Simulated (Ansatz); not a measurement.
# C: the cost of one run

Method: DFT r2SCAN, scalar-relativistic, plane waves, PAW, in Ansatz 0.2.0.

### Step 1. The system as given

Symmetry: Fd-3m, No. 227, cubic system. The conventional cell has a = 3.570 Å, b = 3.570 Å, c = 3.570 Å, α = 90.00°, β = 90.00°, γ = 90.00°. Around C (site symmetry -43m) lie 4 C at 1.55 Å.

Structure file:

```cif
data_structure
_symmetry_space_group_name_H-M 'Fd-3m:1'
_symmetry_Int_Tables_number 227
_cell_length_a 3.5700
_cell_length_b 3.5700
_cell_length_c 3.5700
_cell_angle_alpha 90.000
_cell_angle_beta 90.000
_cell_angle_gamma 90.000
_cell_volume 45.50
loop_
_atom_site_label
_atom_site_type_symbol
_atom_site_symmetry_multiplicity
_atom_site_Wyckoff_symbol
_atom_site_fract_x
_atom_site_fract_y
_atom_site_fract_z
_atom_site_occupancy
C1 C 8 b 0.00000 0.00000 0.50000 1
```

### Step 2. Relaxing cell and atoms: C, no spin

Input file input.yaml:

```yaml
crystal:
  lattice:
    - [0.0, 1.785, 1.785]
    - [1.785, 0.0, 1.785]
    - [1.785, 1.785, 0.0]
  atoms:
    - { symbol: C, position: [0.0, 0.0, 0.0] }
    - { symbol: C, position: [0.25, 0.25, 0.25] }
scf:
  occupations: { method: gaussian, width: 0.02 }
output:
  forces: true
  stress: true
  eigenvalues: true
kpoints:
  mp_grid: { grid: [26, 26, 26] }
hamiltonian:
  xc: r2scan
relax:
  f_tol: 0.005
  adjacent_minimum: "off"
  cell: { stress_tol: 0.02 }
```

Started as:

```sh
$ ansatz run input.yaml --threads 4 --pin off --max-ram 14336MiB --backend cpu --events-out ev --progress --plain --runs-dir out
```

**Question.** How long does this run take on 4 threads of Intel Xeon 6975P-C (Granite Rapids), shared host, and how much memory does it need?

About 3.7 s, with a peak of 0.48 GiB.
